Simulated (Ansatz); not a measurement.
A first try at an SCF with error handling of Rb₃Pt, space group Pm-3m, using the Ansatz DFT code, driven from Python.

`robust_rb3pt.py`:
```python
import ansatz as az

ECUT = 550
SMEARING = "fermi_dirac"


def main() -> None:
    cell = (
        az.Lattice.from_parameters(5.49879, 5.49879, 5.49879, alpha=90.0, beta=90.0, gamma=90.0)
        .atom("Rb", (0.0, 0.0, 0.5))
        .atom("Rb", (0.0, 0.5, 0.0))
        .atom("Rb", (0.5, 0.0, 0.0))
        .atom("Pt", (0.5, 0.5, 0.5))
    )

    model = (
        cell.calculation()
        .functional(az.Functional.PBE)
        .basis(ECUT)
        .kpoints(4, 4)
        .occupations(SMEARING)
    )

    token = az.CancelToken()


    def watch(event):
        if event["event"] == "scf_iter":
            row = event["data"]
            print(f"iteration {row['iter']:2d}  Harris-Foulkes {row['harris_foulkes_ev']:.5f} eV  residual {row['dr2_ev']:.2e} eV")
            if row["dr2_ev"] < 1e-3:
                token.cancel()


    try:
        model.session().plan().execute(on_event=watch, cancel=token)
        print("finished before the stop was seen")
    except az.CancelledError:
        print("stopped by the token")


if __name__ == "__main__":
    main()
```

```console
$ python robust_rb3pt.py
Traceback (most recent call last):
  File "robust_rb3pt.py", line 43, in <module>
    main()
    ~~~~^^
  File "robust_rb3pt.py", line 20, in main
    .kpoints(4, 4)
     ~~~~~~~^^^^^^
  ...
ansatz.errors.InputError: .kpoints: what is read by position is the divisions, one whole number for all three axes or three, or the one word "gamma", got (4, 4). The rest is named: spacing=, density=, length=, shift= (mesh steps: half a step is 0.5), center=, and points= for k-points listed one by one  [kpoints.mp_grid.grid]
$ echo $?
1
```
(Library frames cut from the traceback.)

Why does it end like this?

The fault: the mesh has two divisions, not one or three. The change:

```diff
--- before
+++ after
@@ -3,2 +3,3 @@
 ECUT = 550
+KMESH = (4, 4, 4)
 SMEARING = "fermi_dirac"
@@ -19,3 +20,3 @@
         .basis(ECUT)
-        .kpoints(4, 4)
+        .kpoints(mesh=KMESH)
         .occupations(SMEARING)
```

With that change:

```console
$ python robust_rb3pt.py
iteration  1  Harris-Foulkes -22324.15830 eV  residual 5.86e-03 eV
iteration  2  Harris-Foulkes -22324.16001 eV  residual 9.81e-04 eV
stopped by the token
```

What to keep in mind:
- Total energies depend on the potentials; only differences at equal settings carry meaning. A total without «per atom» is that of the cell as typed.
- Spin-orbit coupling, which matters for elements this heavy, is left out.
- The structure comes from a database of computed cells and needn't be a stable or known phase.
- It ran for 1.7 s on 1 thread of Intel(R) Xeon(R) Platinum 8488C (Sapphire Rapids), with other jobs on the host, peak memory 0.47 GiB.

(Lines on the test bed's own set-up are left out of the output.)
